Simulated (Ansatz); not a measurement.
# B2FH5OSi: up Jacob's ladder to CCSD(T)

One table from this session's results is given with a row withheld; the runs are named, their logs left out.

Method: functionals in def2-TZVPP, the program's frozen cores in correlated methods; program: Ansatz 0.2.0, Gaussian basis.

The runs, in order: PBE-D4, r2SCAN-D4, PBE0-D4, B3LYP-D4, ωB97X-V, ωB97M-V, B2PLYP; CCSD(T)/def2-TZVPP; MP2/def2-QZVPP; extrapolation to the limit.

## Structure used throughout

An earlier PBE0-D4 in a triple-zeta def2 set relaxation fixed the geometry.

SMILES `OBB(F)[SiH3]`, 10 atoms, charge 0, spin multiplicity 1.

Atoms are counted from 1 here; the program's logs count them from 0.

Bond lengths: O1–B2 1.354 Å, O1–H6 0.961 Å, B2–B3 1.706 Å, B2–H7 1.209 Å, B3–F4 1.333 Å, B3–Si5 2.051 Å, Si5–H8 1.493 Å, Si5–H9 1.489 Å, Si5–H10 1.489 Å. Angles: B2–O1–H6 113.8°, O1–B2–B3 119.5°, O1–B2–H7 119.0°, B3–B2–H7 121.4°, B2–B3–F4 120.1°, B2–B3–Si5 122.8°, F4–B3–Si5 116.9°, B3–Si5–H8 108.3°, B3–Si5–H9 113.0°, B3–Si5–H10 111.0°, H8–Si5–H9 108.2°, H8–Si5–H10 107.2°, H9–Si5–H10 108.9°.

The first run:

Input file in.yaml:

```yaml
crystal:
  periodic: [false, false, false]
  atoms:
    - {symbol: O, position_ang: [-1.416670, 1.411364, 1.239826]}
    - {symbol: B, position_ang: [-1.219123, 0.880093, 0.009695]}
    - {symbol: B, position_ang: [-0.486101, -0.653053, -0.135363]}
    - {symbol: F, position_ang: [-1.238883, -1.745712, -0.261789]}
    - {symbol: Si, position_ang: [1.546848, -0.908352, -0.236938]}
    - {symbol: H, position_ang: [-1.803113, 2.291232, 1.224498]}
    - {symbol: H, position_ang: [-1.515118, 1.531722, -0.964883]}
    - {symbol: H, position_ang: [1.979820, -0.672426, -1.645985]}
    - {symbol: H, position_ang: [1.982400, -2.275568, 0.159947]}
    - {symbol: H, position_ang: [2.253040, 0.089400, 0.613991]}
basis:
  gaussian: {orbitals: def2-TZVPP}
hamiltonian: {xc: pbe, dispersion: d4}
output: {forces: true, orbitals: {seedname: orbitals}}
```

The run is started by

```console
$ ansatz run in.yaml --threads 4 --pin off --events-out ev --progress --plain --max-ram 10444MiB
```

Among the steps run: PBE-D4 (GGA); r2SCAN-D4 (meta-GGA); PBE0-D4 (hybrid); B3LYP-D4 (hybrid); ωB97X-V (range-separated); ωB97M-V (range-separated); B2PLYP (double hybrid); CCSD(T) in def2-TZVPP; MP2 in def2-QZVPP.

One of the session's tables, all rows but one given; the rest of the session is left out.

| method | atomisation energy (kJ/mol) |
| --- | --- |
| PBE-D4 | ? |
| r2SCAN-D4 | 3636.0 |
| PBE0-D4 | 3604.4 |
| B3LYP-D4 | 3619.6 |
| ωB97X-V | 3629.1 |
| ωB97M-V | 3625.2 |
| B2PLYP | 3583.3 |
| HF/def2-TZVPP | 2745.7 |
| MP2/def2-TZVPP | 3585.2 |
| CCSD/def2-TZVPP | 3469.8 |
| CCSD(T)/def2-TZVPP | 3515.5 |
| MP2/CBS | 3670.9 |
| CCSD(T)/CBS | 3601.2 |

Estimate the missing values for PBE-D4.

**Answer.** atomisation energy (kJ/mol): 3666.8. In the column «atomisation energy (kJ/mol)» it lies between r2SCAN-D4 (3636.0) and MP2/CBS (3670.9).

Caveats from the session: Free atoms (1 O, 2 B, 1 F, 1 Si, 5 H) were run apart at each level; the atomisation energy is their sum less the molecule, without zero-point or spin-orbit terms.
